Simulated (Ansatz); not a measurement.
# F2Hf: the cost of one run

The runs use Ansatz 0.2.0, Gaussian basis; def2-TZVPP, core rule «outside noble gas», up to 6 orbitals frozen.

To be run: UHF; CCSD(T) on RHF; CCSD(T) on UHF; CCSDT(Q) on RHF.

1 further run of the same task is left out (for a known fault of the program).

### Step 1. The system

The geometry is a PBE0/def2-TZVP stationary point (not a proven minimum). No spin-orbit coupling is included. Elements past krypton take def2 core potentials.

3 atoms, charge 0, spin multiplicity 1.

Atoms are counted from 1 here; the program's logs count them from 0.

Bond lengths: Hf1–F2 1.874 Å, Hf1–F3 1.874 Å. Angles: F2–Hf1–F3 124.2°.

### Step 2. UHF

in.yaml reads:

```yaml
crystal:
  periodic: [false, false, false]
  atoms:
    - {symbol: Hf, position_ang: [0.000000, -0.153950, 0.000000]}
    - {symbol: F, position_ang: [0.000000, 0.723179, -1.656241]}
    - {symbol: F, position_ang: [0.000000, 0.723179, 1.656241]}
basis:
  gaussian: {orbitals: def2-TZVPP}
magnetization: {spin_polarized: true, initial_magnetization: 0}
hamiltonian: {xc: hf}
output: {orbitals: {seedname: orbitals}}
```

Run with:

```bash
> ansatz run in.yaml --threads 1 --pin off --events-out ev --progress --plain --max-ram 2816MiB --backend cpu
```

**Question.** How long does this run take on 1 thread of AMD EPYC 7R13, shared host, and how much memory does it need?

About 7.5 s, with a peak of 0.31 GiB.
